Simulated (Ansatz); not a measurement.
**CH₅FOSi: small, medium and large basis sets**

One table from this session's results is given with a row withheld; the runs are named, their logs left out.

Program: Ansatz 0.2.0, Gaussian basis. Level of theory: one geometry, several basis sets. These are calculated values, not measurements.

The runs, in order: PBE0-D4/def2-SVP; ωB97M-V/def2-SVP; PBE0-D4/def2-QZVPP; ωB97M-V/def2-QZVPP; the functionals' def2-TZVPP values are taken from earlier runs.

**The relaxed structure**

The geometry comes from an earlier relaxation with PBE0-D4 in a triple-zeta def2 set; it is a stationary point, not always the lowest conformer.

SMILES `C[SiH](O)F`, 9 atoms, charge 0, spin multiplicity 1.

Atoms are counted from 1 here; the program's logs count them from 0.

Bond lengths: C1–Si2 1.851 Å, C1–H5 1.093 Å, C1–H6 1.093 Å, C1–H7 1.093 Å, Si2–O3 1.634 Å, Si2–F4 1.601 Å, Si2–H8 1.477 Å, O3–H9 0.958 Å. Angles: Si2–C1–H5 110.5°, Si2–C1–H6 110.6°, Si2–C1–H7 111.4°, H5–C1–H6 108.2°, H5–C1–H7 107.7°, H6–C1–H7 108.2°, C1–Si2–O3 113.2°, C1–Si2–F4 107.2°, C1–Si2–H8 113.7°, O3–Si2–F4 109.7°, O3–Si2–H8 105.3°, F4–Si2–H8 107.6°, Si2–O3–H9 119.0°.

The first run:

in.yaml

```yaml
crystal:
  periodic: [false, false, false]
  atoms:
    - {symbol: C, position_ang: [-1.059181, 0.382684, 0.202145]}
    - {symbol: Si, position_ang: [0.598658, -0.059391, -0.491686]}
    - {symbol: O, position_ang: [1.699823, -0.425999, 0.658760]}
    - {symbol: F, position_ang: [0.386085, -1.319198, -1.457197]}
    - {symbol: H, position_ang: [-1.759283, 0.624188, -0.601488]}
    - {symbol: H, position_ang: [-0.982086, 1.251651, 0.860097]}
    - {symbol: H, position_ang: [-1.483979, -0.444987, 0.776749]}
    - {symbol: H, position_ang: [1.213980, 1.018011, -1.292552]}
    - {symbol: H, position_ang: [1.474582, -1.073057, 1.328174]}
basis:
  gaussian: {orbitals: def2-SVP}
hamiltonian: {xc: pbe0, dispersion: d4}
output: {orbitals: {seedname: orbitals}}
```

Among the steps run: PBE0-D4 in def2-SVP; ωB97M-V in def2-SVP; PBE0-D4 in def2-QZVPP; ωB97M-V in def2-QZVPP.

One table of the session follows, with a row left open; its other results are not shown here.

It belongs to the step «Density functionals: the series». 

| functional | basis | HOMO (eV) | LUMO (eV) |
| --- | --- | --- | --- |
| PBE0-D4 | def2-SVP | -8.77 | 1.35 |
| PBE0-D4 | def2-TZVPP | -8.90 | 0.70 |
| PBE0-D4 | def2-QZVPP | ? | ? |
| ωB97M-V | def2-SVP | -11.03 | 3.00 |
| ωB97M-V | def2-TZVPP | -11.18 | 2.14 |
| ωB97M-V | def2-QZVPP | -11.21 | 1.44 |

Q: Estimate the row for PBE0-D4, def2-QZVPP from the others.

**Answer.** HOMO (eV): -8.93; LUMO (eV): 0.29. In the column «HOMO (eV)» it lies between ωB97M-V, def2-SVP (-11.03) and PBE0-D4, def2-TZVPP (-8.90).
